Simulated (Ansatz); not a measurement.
**CH8B2N2: basis-set convergence**

The task here is to estimate one member of a computed series from the others.

Program: Ansatz 0.2.0, Gaussian basis. Level of theory: one geometry, several basis sets. These are calculated values, not measurements.

Levels to be run: PBE0-D4/def2-SVP; ωB97M-V/def2-SVP; PBE0-D4/def2-QZVPP; ωB97M-V/def2-QZVPP; the functionals' def2-TZVPP values are taken from earlier runs.

## The relaxed structure

All runs share one geometry, relaxed beforehand with PBE0-D4 in a triple-zeta def2 set.

SMILES `BNB(C)N`, 13 atoms, charge 0, spin multiplicity 1.

Atoms are counted from 1 here; the program's logs count them from 0.

Bond lengths: B1–N2 1.397 Å, B1–H6 1.198 Å, B1–H7 1.200 Å, N2–B3 1.461 Å, N2–H8 1.010 Å, B3–C4 1.575 Å, B3–N5 1.398 Å, C4–H9 1.095 Å, C4–H10 1.092 Å, C4–H11 1.095 Å, N5–H12 1.003 Å, N5–H13 1.005 Å. Angles: N2–B1–H6 120.0°, N2–B1–H7 119.9°, H6–B1–H7 120.1°, B1–N2–B3 129.3°, B1–N2–H8 116.2°, B3–N2–H8 114.5°, N2–B3–C4 118.8°, N2–B3–N5 119.8°, C4–B3–N5 121.4°, B3–C4–H9 110.8°, B3–C4–H10 113.6°, B3–C4–H11 110.7°, H9–C4–H10 107.5°, H9–C4–H11 106.2°, H10–C4–H11 107.5°, B3–N5–H12 122.3°, B3–N5–H13 123.2°, H12–N5–H13 114.5°.

Coordinates:

```xyz
13
CH8B2N2
B    -1.9925   -0.0844    0.9269
N    -0.9914   -0.4404    0.0204
B     0.3707    0.0729   -0.1025
C     1.3015   -0.5086   -1.2327
N     0.8232    1.0612    0.7766
H    -3.0636   -0.6187    0.8764
H    -1.7785    0.7574    1.7554
H    -1.2326   -1.1532   -0.6527
H     0.8503   -0.3663   -2.2205
H     2.2953   -0.0569   -1.2566
H     1.4334   -1.5889   -1.1087
H     1.7505    1.4402    0.7248
H     0.2539    1.4507    1.5079
```

The first run:

The input, in.yaml:

```yaml
crystal:
  periodic: [false, false, false]
  atoms:
    - {symbol: B, position_ang: [-1.992489, -0.084412, 0.926949]}
    - {symbol: N, position_ang: [-0.991380, -0.440440, 0.020445]}
    - {symbol: B, position_ang: [0.370693, 0.072919, -0.102539]}
    - {symbol: C, position_ang: [1.301460, -0.508564, -1.232685]}
    - {symbol: N, position_ang: [0.823244, 1.061179, 0.776645]}
    - {symbol: H, position_ang: [-3.063633, -0.618699, 0.876376]}
    - {symbol: H, position_ang: [-1.778503, 0.757388, 1.755446]}
    - {symbol: H, position_ang: [-1.232575, -1.153249, -0.652702]}
    - {symbol: H, position_ang: [0.850282, -0.366335, -2.220513]}
    - {symbol: H, position_ang: [2.295286, -0.056875, -1.256605]}
    - {symbol: H, position_ang: [1.433443, -1.588877, -1.108669]}
    - {symbol: H, position_ang: [1.750542, 1.440245, 0.724795]}
    - {symbol: H, position_ang: [0.253929, 1.450722, 1.507861]}
basis:
  gaussian: {orbitals: def2-SVP}
hamiltonian: {xc: pbe0, dispersion: d4}
output: {orbitals: {seedname: orbitals}}
```

Steps of the session up to this table: PBE0-D4 in def2-SVP; ωB97M-V in def2-SVP; PBE0-D4 in def2-QZVPP; ωB97M-V in def2-QZVPP.

One table of the session follows, with a row left open; its other results are not shown here.

It belongs to the step «Density functionals: the series». 

| functional | basis | HOMO (eV) | LUMO (eV) |
| --- | --- | --- | --- |
| PBE0-D4 | def2-SVP | -7.51 | -0.08 |
| PBE0-D4 | def2-TZVPP | -7.67 | -0.33 |
| PBE0-D4 | def2-QZVPP | ? | ? |
| ωB97M-V | def2-SVP | -9.86 | 1.98 |
| ωB97M-V | def2-TZVPP | -10.03 | 1.55 |
| ωB97M-V | def2-QZVPP | -10.06 | 1.34 |

Q: Estimate the row for PBE0-D4, def2-QZVPP from the others.

**Answer.** HOMO (eV): -7.70; LUMO (eV): -0.39. In the column «HOMO (eV)» it lies between ωB97M-V, def2-SVP (-9.86) and PBE0-D4, def2-TZVPP (-7.67).
